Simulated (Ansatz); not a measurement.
Predict the output of the script below (Ansatz 0.2.0 through its Python package).

`drho_taru.py`
```python
"""Density difference of TaRu against its sublattices."""

import ansatz as az
import numpy as np

vectors0 = np.array([
    [3.053, 0.0, 0.0],
    [0.0, 3.053, 0.0],
    [0.0, 0.0, 3.389],
])
sites = [
    ("Ta", [0.5, 0.5, 0.5]),
    ("Ru", [0.0, 0.0, 0.0]),
]


def build(cell):
    crystal = az.Crystal(lattice=az.Lattice.of(cell))
    for symbol, position in sites:
        crystal = crystal.atom(symbol, position)
    return crystal


def main() -> None:
    # one cutoff and one grid for all runs, so that the fields can be subtracted
    def solve(crystal):
        return (
            crystal.calculation()
            .functional(az.Functional.PBESOL)
            .occupations("Fermi-Dirac", width=0.1)
            .basis(460, grid_basis="typed")
            .kpoints(9, 9, 9)
            .density()
            .run(threads=1)
        )


    whole = solve(build(vectors0))
    difference = whole.density().channels[0].density_e_per_ang3.copy()
    binding = whole.report["free_energy_ev"]
    for element in ["Ta", "Ru"]:
        part = az.Crystal(lattice=az.Lattice.of(vectors0))
        for symbol, position in sites:
            if symbol == element:
                part = part.atom(symbol, position)
        alone = solve(part)
        difference -= alone.density().channels[0].density_e_per_ang3
        binding -= alone.report["free_energy_ev"]
        print(f"{element} sublattice: {alone.report['n_electrons']:g} electrons, {alone.report['n_iterations']} iterations")

    voxel = abs(np.linalg.det(vectors0)) / difference.size
    print(f"energy of the crystal less its unpolarised sublattices: {binding / len(sites):.4f} eV/atom")
    print(f"net charge of the difference {difference.sum() * voxel:.5f} e, charge rearranged {0.5 * np.abs(difference).sum() * voxel:.3f} e")
    print(f"extremes {difference.min():.4f} and {difference.max():.4f} e/A^3")
    for (symbol, position) in sites:
        index = tuple(int(round(p * n)) % n for p, n in zip(position, difference.shape))
        print(f"  change of the pseudo-density at the grid point nearest {symbol}: {difference[index]:+.4f} e/A^3")
    profile = difference.mean(axis=(0, 1))
    print("planar mean along the third vector:", np.round(profile[:: max(len(profile) // 12, 1)], 4))


if __name__ == "__main__":
    main()
```

```console
$ python drho_taru.py
Ta sublattice: 13 electrons, 6 iterations
Ru sublattice: 16 electrons, 7 iterations
energy of the crystal less its unpolarised sublattices: -3.8027 eV/atom
net charge of the difference -0.00000 e, charge rearranged 0.608 e
extremes -0.3280 and 0.1088 e/A^3
  change of the pseudo-density at the grid point nearest Ta: -0.0252 e/A^3
  change of the pseudo-density at the grid point nearest Ru: -0.0413 e/A^3
planar mean along the third vector: [-0.032  -0.0108  0.0124  0.0286  0.0245 -0.013  -0.0515 -0.013   0.0245
  0.0286  0.0124 -0.0108]
```

For a metal this k-point mesh is coarse: on a finer one energies can move by several to tens of meV an atom and pressures by half a GPa or more, differences at one mesh by less. Spin-orbit coupling, which matters for elements this heavy, is left out. The fields are valence quantities on the plane-wave grid; their values near the nuclei depend on the potentials. The starting cell is as deposited in a crystallographic database; the results hold for this polymorph, which needn't be the stable one. Charge moved counts every rearrangement, bonding and polarisation too, and is no transfer between atoms; the bare sublattices are artificial references. Values near the nuclei depend on the potentials. Hardware and time: 4.2 s on 1 thread of Arm Neoverse V2 (shared host), peak memory 0.39 GiB.
